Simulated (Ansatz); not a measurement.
# BFH₅NOSi: a ladder of functionals and wavefunction methods

An exercise on one series of results from a longer session: the logs are not shown, and one member is left open.

Computed with Ansatz 0.2.0, Gaussian basis. Level: functionals in def2-TZVPP, the program's frozen cores in correlated methods.

The runs, in order: PBE-D4, r2SCAN-D4, PBE0-D4, B3LYP-D4, ωB97X-V, ωB97M-V, B2PLYP; CCSD(T)/def2-TZVPP; MP2/def2-QZVPP; extrapolation to the limit.

## The relaxed structure

All runs share one geometry, relaxed beforehand with PBE0-D4 in a triple-zeta def2 set.

10 atoms, charge 0, spin multiplicity 1.

Atoms are counted from 1 here; the program's logs count them from 0.

Bond lengths: N1–Si2 1.697 Å, N1–H6 1.006 Å, N1–H7 1.006 Å, Si2–O3 1.669 Å, Si2–H8 1.480 Å, Si2–H9 1.480 Å, O3–B4 1.338 Å, B4–F5 1.334 Å, B4–H10 1.195 Å. Angles: Si2–N1–H6 121.5°, Si2–N1–H7 121.4°, H6–N1–H7 111.6°, N1–Si2–O3 112.7°, N1–Si2–H8 108.2°, N1–Si2–H9 108.2°, O3–Si2–H8 107.3°, O3–Si2–H9 107.3°, H8–Si2–H9 113.4°, Si2–O3–B4 134.9°, O3–B4–F5 120.3°, O3–B4–H10 121.6°, F5–B4–H10 118.1°.

Set-up of the first run:

File in.yaml:

```yaml
crystal:
  periodic: [false, false, false]
  atoms:
    - {symbol: N, position_ang: [-2.005284, -0.164292, 0.388589]}
    - {symbol: Si, position_ang: [-0.336146, -0.455023, 0.491281]}
    - {symbol: O, position_ang: [0.547052, 0.489470, -0.563540]}
    - {symbol: B, position_ang: [1.847554, 0.627693, -0.844943]}
    - {symbol: F, position_ang: [2.756741, -0.105127, -0.199569]}
    - {symbol: H, position_ang: [-2.420702, 0.659432, 0.790950]}
    - {symbol: H, position_ang: [-2.553696, -0.520213, -0.376649]}
    - {symbol: H, position_ang: [-0.090778, -1.868198, 0.126157]}
    - {symbol: H, position_ang: [0.108040, -0.116250, 1.861882]}
    - {symbol: H, position_ang: [2.230419, 1.401307, -1.671258]}
basis:
  gaussian: {orbitals: def2-TZVPP}
hamiltonian: {xc: pbe, dispersion: d4}
output: {forces: true, orbitals: {seedname: orbitals}}
```

Run with:

```sh
> ansatz run in.yaml --threads 4 --pin off --events-out ev --progress --plain --max-ram 10444MiB
```

Steps of the session up to this table: PBE-D4 (GGA); r2SCAN-D4 (meta-GGA); PBE0-D4 (hybrid); B3LYP-D4 (hybrid); ωB97X-V (range-separated); ωB97M-V (range-separated); B2PLYP (double hybrid); CCSD(T) in def2-TZVPP; MP2 in def2-QZVPP.

One of the session's tables, all rows but one given; the rest of the session is left out.

| method | atomisation energy (kcal/mol) |
| --- | --- |
| PBE-D4 | 938.9 |
| r2SCAN-D4 | 929.2 |
| PBE0-D4 | 921.2 |
| B3LYP-D4 | 930.1 |
| ωB97X-V | 932.3 |
| ωB97M-V | ? |
| B2PLYP | 922.4 |
| HF/def2-TZVPP | 686.4 |
| MP2/def2-TZVPP | 924.6 |
| CCSD/def2-TZVPP | 891.2 |
| CCSD(T)/def2-TZVPP | 903.4 |
| MP2/CBS | 951.1 |
| CCSD(T)/CBS | 929.9 |

Estimate the missing values for ωB97M-V.

**Answer.** atomisation energy (kcal/mol): 933.7. In the column «atomisation energy (kcal/mol)» it lies between ωB97X-V (932.3) and PBE-D4 (938.9).
